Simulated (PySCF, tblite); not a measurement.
# C₄H₁₂FPSi₂: geometry, infrared bands and NMR shifts

Aim: predict the infrared bands and NMR shifts of C₄H₁₂FPSi₂ (`F[C@@H]1C[C@@H]([SiH3])[Si@H](P)C1`).

Programs: tblite 0.8.0 and PySCF 2.14.0, with density-fitted response routines of our own. Each step states its level of theory. These are calculated values for one molecule in the gas phase, unless marked as measured. Atoms count from 0, in the outputs and in this text.

## 1. Starting geometry

20 atoms, charge 0, multiplicity 1; geometry from: force field or distance geometry start.

Bonds of the start (Å): F0–C1 1.36, C1–C2 1.55, C2–C3 1.54, C3–Si4 1.85, C3–Si5 1.91, Si5–P6 2.21, Si5–C7 1.90, C7–C1 1.54, C1–H8 1.08, C2–H9 1.10, C2–H10 1.10, C3–H11 1.10, Si4–H12 1.48, Si4–H13 1.49, Si4–H14 1.47, Si5–H15 1.47, P6–H16 1.42, P6–H17 1.42, C7–H18 1.09, C7–H19 1.09.

## 2. Optimising the geometry with GFN2-xTB

What the job is given:

```
{"job": {"kind": "relax", "xc": "GFN2-xTB", "basis": "xTB"}, "charge": 0, "multiplicity": 1}
F     -2.243300     0.630100     0.925200
C     -1.948000     0.169200    -0.325200
C     -1.080600    -1.106500    -0.155600
C      0.278500    -0.673500     0.428700
Si     1.725300    -1.778800     0.129900
Si     0.661500     0.986900    -0.424300
P      1.195400     2.539100     1.055500
C     -1.116400     1.238700    -1.047800
H     -2.880800    -0.043600    -0.830300
H     -1.584300    -1.822300     0.513000
H     -0.977800    -1.588700    -1.140000
H      0.151200    -0.500600     1.512400
H      1.887300    -2.027200    -1.321300
H      2.978800    -1.194000     0.672200
H      1.500200    -3.080200     0.780700
H      1.610100     0.908800    -1.549600
H      0.215700     2.218400     2.031700
H      2.244000     1.837000     1.704300
H     -1.137000     1.054100    -2.125200
H     -1.484700     2.244000    -0.837400
```

Run with:

```bash
> OMP_NUM_THREADS=1 python probes_run.py task.json out
```

The driver reads the jobs from task.json and runs them one after another.

**Question.** This job is followed by: GFN2-xTB harmonic vibrations, gas phase; GIAO PBE0/pcSseg-1 NMR shielding, non-relativistic, gas phase. Predict these results of the whole session: strongest single infrared mode (GFN2-xTB); zero-point energy (GFN2-xTB); 13C shifts against TMS (PBE0/pcSseg-1); 1H shifts against TMS (PBE0/pcSseg-1, means over atoms taken as alike); 19F shifts against CFCl3 (PBE0/pcSseg-1); 29Si shifts against TMS (PBE0/pcSseg-1); 31P shifts against H3PO4 (PBE0/pcSseg-1).

**Answer**, as computed:

```
                                                              quantity                                                     value
                             strongest single infrared mode (GFN2-xTB)                                      790 cm⁻¹, 420 km/mol
                                          zero-point energy (GFN2-xTB)                                             89.3 kcal/mol
                                13C shifts against TMS (PBE0/pcSseg-1)                                 98.7, 42.8, 22.0, 8.3 ppm
1H shifts against TMS (PBE0/pcSseg-1, means over atoms taken as alike)  5.51, 4.47, 3.97, 2.55, 1.28, 1.24, 1.09, 0.99, 0.68 ppm
                              19F shifts against CFCl3 (PBE0/pcSseg-1)                                                -196.3 ppm
                               29Si shifts against TMS (PBE0/pcSseg-1)                                           -0.4, -68.7 ppm
                              31P shifts against H3PO4 (PBE0/pcSseg-1)                                                -284.9 ppm
```

What this shows: Over 62 steps the energy fell by 0.237 eV; of the close pairs, C3–Si4 changed most, 1.845 to 1.901 Å. All 54 modes are real, so the xTB geometry is a minimum. GFN2-xTB is a fitted tight-binding method: band positions and strengths are rough. Its intensities can rank the bands wrongly. The most deshielded carbon is C1 (sp3 CH bonded to F), at 98.7 ppm: deshielded by the electronegative neighbour. H8 (hydrogen on an sp3 CH bonded to F) lies farthest downfield among hydrogen, at 5.51 ppm; its carbon carries F, an electronegative neighbour.
